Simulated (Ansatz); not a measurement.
# RPA@PBE/6-31G(d) (spherical functions) run of CH4FGeN (SMILES [H]/N=[C](/F)[GeH3])

Aim: the vertical ionisation energy of CH4FGeN at RPA@PBE/6-31G* (spherical functions), from 2 runs. 

Program for the calculation: Ansatz 0.2.0.

128 further runs of the same task are left out: 128 set aside as unsound or not needed. Runs told in other sessions of the task aren't counted.

## 1. The structure to begin with

The species is CH4FGeN (8 atoms), meant as a singlet with charge 0. As SMILES, `[H]/N=[C](/F)[GeH3]`. The shape is that of a PBE0-D4/def2-TZVP optimisation.

Bond lengths: N1–C2 1.246 Å, C2–F3 1.346 Å, C2–Ge4 1.978 Å, N1–H5 1.016 Å, Ge4–H6 1.532 Å, Ge4–H7 1.534 Å, Ge4–H8 1.532 Å. Angles: N1–C2–F3 117.4°, N1–C2–Ge4 131.1°, F3–C2–Ge4 111.5°, C2–N1–H5 111.2°, C2–Ge4–H6 108.9°, C2–Ge4–H7 106.6°, C2–Ge4–H8 108.9°, H6–Ge4–H7 111.0°, H6–Ge4–H8 110.4°, H7–Ge4–H8 111.0°.

## 2. A single-point energy at RPA@PBE/6-31G(d) (spherical functions)

molecule.yaml reads:

```yaml
crystal:
  periodic: [false, false, false]
  atoms:
    - {symbol: "N", position_ang: [1.895900, 0.222300, -0.348500]}
    - {symbol: C, position_ang: [0.908100, 0.027300, 0.385600]}
    - {symbol: F, position_ang: [1.137400, -0.127100, 1.702400]}
    - {symbol: Ge, position_ang: [-1.019900, -0.103800, -0.035500]}
    - {symbol: H, position_ang: [1.617200, 0.325400, -1.319900]}
    - {symbol: H, position_ang: [-1.766200, 1.006900, 0.710300]}
    - {symbol: H, position_ang: [-1.149700, 0.071600, -1.553900]}
    - {symbol: H, position_ang: [-1.530700, -1.479600, 0.403700]}
basis:
  gaussian: {orbitals: 6-31G_st_-spherical.json}
hamiltonian: {xc: pbe}
correlation: {method: rpa, frozen_orbitals: {C: 1, F: 1, Ge: 9, H: 0, "N": 1}}
accuracy: high
```

The basis set 6-31G* is read from a file made from the Basis Set Exchange's data (not shown).

On the command line:

```console
$ ansatz run molecule.yaml --threads 1 --pin off --max-ram 3480MiB --events-out events.jsonl --progress --plain --runs-dir runs
```

What it wrote:

```text
Warning: RAYON_NUM_THREADS=1 ignored (pool sized by the plan → 1); use --threads N
Functional definition: PBE
  name "PBE"
  parameter kappa = 0.804
  parameter beta = 0.06672455060314922
  exchange = pbe_x(kappa = kappa, mu = beta*pi^2/3)
  correlation = pbe_c(beta = beta)
1829 factors; integrals over basis functions are off by at most 1.6e-8 eV
mean field evaluation 1: about -61798.0239 eV, gradient 5.5e1 eV
mean field evaluation 2: about -61798.0104 eV, gradient 5.5e1 eV
mean field evaluation 4: about -61802.6151 eV, gradient 2.3e1 eV
mean field evaluation 8: about -61803.9899 eV, gradient 3.2e-1 eV
mean field evaluation 16: about -61803.9892 eV, gradient 2.6e-5 eV
mean field -61803.98918352 eV, -2271.2547102457 hartree, gradient 1.2e-8 eV, S^2 0.000000; 0 other end points of the search recorded, 0 dependent functions left out
12 core orbitals not correlated: weight in the atoms' cores, before any rotation towards them, 1.000 or more for the frozen orbitals, at most 0.000 for the correlated occupied ones
reference -61744.35398405 eV, -2269.0631570874 hartree; 17, 17 occupied and 53, 53 virtual orbitals, 1829 factors
Total energy: -61772.71947710 eV, -2270.1055697303 hartree
```

It took 22 s on 1 thread of Arm Neoverse N1, shared host; peak memory 0.28 GiB.

## 3. The doublet cation

molecule.yaml reads:

```yaml
crystal:
  periodic: [false, false, false]
  atoms:
    - symbol: N
      position_ang: [1.895900, 0.222300, -0.348500]
    - symbol: C
      position_ang: [0.908100, 0.027300, 0.385600]
    - symbol: F
      position_ang: [1.137400, -0.127100, 1.702400]
    - symbol: Ge
      position_ang: [-1.019900, -0.103800, -0.035500]
    - symbol: H
      position_ang: [1.617200, 0.325400, -1.319900]
    - symbol: H
      position_ang: [-1.766200, 1.006900, 0.710300]
    - symbol: H
      position_ang: [-1.149700, 0.071600, -1.553900]
    - symbol: H
      position_ang: [-1.530700, -1.479600, 0.403700]
basis:
  gaussian: {orbitals: 6-31G_st_-spherical.json}
hamiltonian: {xc: pbe}
total_charge: 1
magnetization: {spin_polarized: true, initial_magnetization: 1}
accuracy: high
correlation: {method: rpa, frozen_orbitals: {C: 1, F: 1, Ge: 9, H: 0, "N": 1}}
```

The basis set 6-31G* is read from a file made from the Basis Set Exchange's data (not shown).

On the command line:

```console
$ ansatz run molecule.yaml --threads 1 --pin off --max-ram 3480MiB --events-out events.jsonl --progress --plain --runs-dir runs
```

What it wrote, shortened:

```text
Warning: RAYON_NUM_THREADS=1 ignored (pool sized by the plan → 1); use --threads N
[... 2 set-up lines as earlier in the session ...]
[...]
1829 factors; integrals over basis functions are off by at most 1.6e-8 eV
[...]
mean field -61794.03227389 eV, -2270.8888005659 hartree, gradient 3.1e-8 eV, S^2 0.753229; 8 other end points of the search recorded, 0 dependent functions left out
12 core orbitals not correlated: weight in the atoms' cores, before any rotation towards them, 1.000 or more for the frozen orbitals, at most 0.000 for the correlated occupied ones
reference -61734.21392711 eV, -2268.6905168682 hartree; 17, 16 occupied and 53, 54 virtual orbitals, 1829 factors
Total energy: -61762.72982811 eV, -2269.7384569011 hartree
```

It took 50 s on 1 thread of Arm Neoverse N1, shared host; peak memory 0.38 GiB.

## 4. Outcome

Level: RPA@PBE/6-31G* (spherical functions), 12 core orbitals frozen.

```
                                          quantity           value
                     singlet CH4FGeN: total energy  -2270.10557 Eh
 singlet CH4FGeN: RPA correlation energy (valence)     -1042.4 mEh
                      doublet cation: total energy  -2269.73846 Eh
  doublet cation: RPA correlation energy (valence)     -1047.9 mEh
 doublet cation: ⟨S²⟩ of the reference determinant           0.753
vertical ionisation energy (to the doublet cation)        9.990 eV
```

In words: The vertical ionisation energy comes to 9.99 eV (230 kcal/mol).
